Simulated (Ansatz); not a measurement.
# GaAsH₂ (singlet): the correlation ladder, cc-pVDZ

One table from this session's results is given with a row withheld; the runs are named, their logs left out.

The runs use Ansatz 0.2.0, Gaussian basis; cc-pVDZ, core rule «outside noble gas», up to 28 orbitals frozen.

The runs, in order: UHF; CCSD(T) on RHF; BCCD(T) on RHF; CISD; CCSDT(Q) on RHF; CASSCF and MRCISD+Q, 10 electrons in 10 orbitals; CASSCF and NEVPT2, 10 electrons in 10 orbitals.

22 further runs of the same task are left out: 6 for a known fault of the program, 8 that didn't finish, 8 set aside as unsound or not needed.

### The system

The geometry is a PBE0/def2-TZVP stationary point (not a proven minimum). No spin-orbit coupling is included. The filled d shell of Ga, As may be among the frozen orbitals whatever the setting's name suggests; the logs give the count.

4 atoms, charge 0, spin multiplicity 1.

Atoms are counted from 1 here; the program's logs count them from 0.

Bond lengths: Ga1–As2 2.555 Å, As2–H3 1.532 Å, As2–H4 1.532 Å. Angles: Ga1–As2–H3 83.4°, Ga1–As2–H4 83.4°, H3–As2–H4 90.9°.

Set-up of the first run:

File in.yaml:

```yaml
crystal:
  periodic: [false, false, false]
  atoms:
    - {symbol: Ga, position_ang: [-0.013373, 0.000000, 1.338088]}
    - {symbol: As, position_ang: [0.039986, 0.000000, -1.216669]}
    - {symbol: H, position_ang: [-1.023554, -1.091450, -1.061932]}
    - {symbol: H, position_ang: [-1.023546, 1.091458, -1.061932]}
basis:
  gaussian: {orbitals: cc-pVDZ}
magnetization: {spin_polarized: true, initial_magnetization: 0}
hamiltonian: {xc: hf}
output: {orbitals: {seedname: orbitals}}
```

Command:

```bash
> ansatz run in.yaml --threads 1 --pin off --events-out ev --progress --plain --max-ram 2393MiB
```

Steps of the session up to this table: UHF; CCSD(T) on RHF; BCCD(T) on RHF; CISD; CCSDT(Q) on RHF; CASSCF and MRCISD+Q, 10 electrons in 10 orbitals; CASSCF and NEVPT2, 10 electrons in 10 orbitals.

One of the session's tables, all rows but one given; the rest of the session is left out.

```
          method  from RCCSDT(Q) (kJ/mol)
             RHF                   +524.1
            RMP2                        ?
            CISD                    +61.3
           RCCSD                    +18.2
        RCCSD(T)                     +3.3
         BCCD(T)                     +3.2
          RCCSDT                     +1.0
       RCCSDT(Q)                        0
  CASSCF valence                   +324.1
  NEVPT2 valence                    +77.9
  MRCISD valence                    +22.4
MRCISD+Q valence                     +1.8
```

Q: Estimate the row for RMP2 from the others.

**Answer.** from RCCSDT(Q) (kJ/mol): +109.0. In the column «from RCCSDT(Q) (kJ/mol)» it lies between NEVPT2 valence (+77.9) and CASSCF valence (+324.1).

With the free atoms at the same levels and basis (separate runs), the atomisation energy is 7.482 eV at RCCSDT(Q), 7.461 eV at RCCSD(T), 5.173 eV at RHF.
